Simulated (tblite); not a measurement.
# C2H7ClF2Ga2: the cost of one run

Computed with tblite 0.8.0 and PySCF 2.14.0, with density-fitted response routines of our own, on a single molecule in the gas phase. Atoms are numbered from 0 throughout.

### 1 Starting geometry

14 atoms, charge 0, multiplicity 1; geometry from: force field or distance geometry start.

Bonds of the start (Å): C0–Ga1 1.96, Ga1–F2 1.82, F2–Ga3 1.80, Ga3–C4 1.97, C4–F5 1.39, Ga3–Cl6 2.21, Cl6–Ga1 2.21, C0–H7 1.11, C0–H8 1.12, C0–H9 1.10, Ga1–H10 1.61, Ga3–H11 1.60, C4–H12 1.11, C4–H13 1.11.

### 2 Relaxing the molecule with GFN2-xTB

The job: settings as JSON, then the geometry in Å.

```
{"job": {"kind": "relax", "xc": "GFN2-xTB", "basis": "xTB"}, "charge": 0, "multiplicity": 1}
C     -3.056800    -0.409700     0.372200
Ga    -1.227600     0.290000     0.388500
F      0.029200    -0.768900     1.175300
Ga     1.206200     0.305400     0.333200
C      3.053400    -0.383500     0.219800
F      3.871200     0.723400     0.008600
Cl    -0.051000     0.006500    -1.460900
H     -3.549000    -0.147000    -0.588400
H     -3.638900     0.146500     1.154800
H     -3.170100    -1.486400     0.579700
H     -1.109900     1.808500     0.910600
H      1.083200     1.815500     0.851800
H      3.346600    -0.795600     1.203100
H      3.212700    -1.105100    -0.610400
```

Run with:

```console
OMP_NUM_THREADS=1 python probes_run.py task.json out
```

The driver reads the jobs from task.json and runs them one after another.

Q: Estimate the wall time and peak memory of this first job on 1 thread of Arm Neoverse N1, shared host.

About 1.7 s, with a peak of 0.18 GiB.
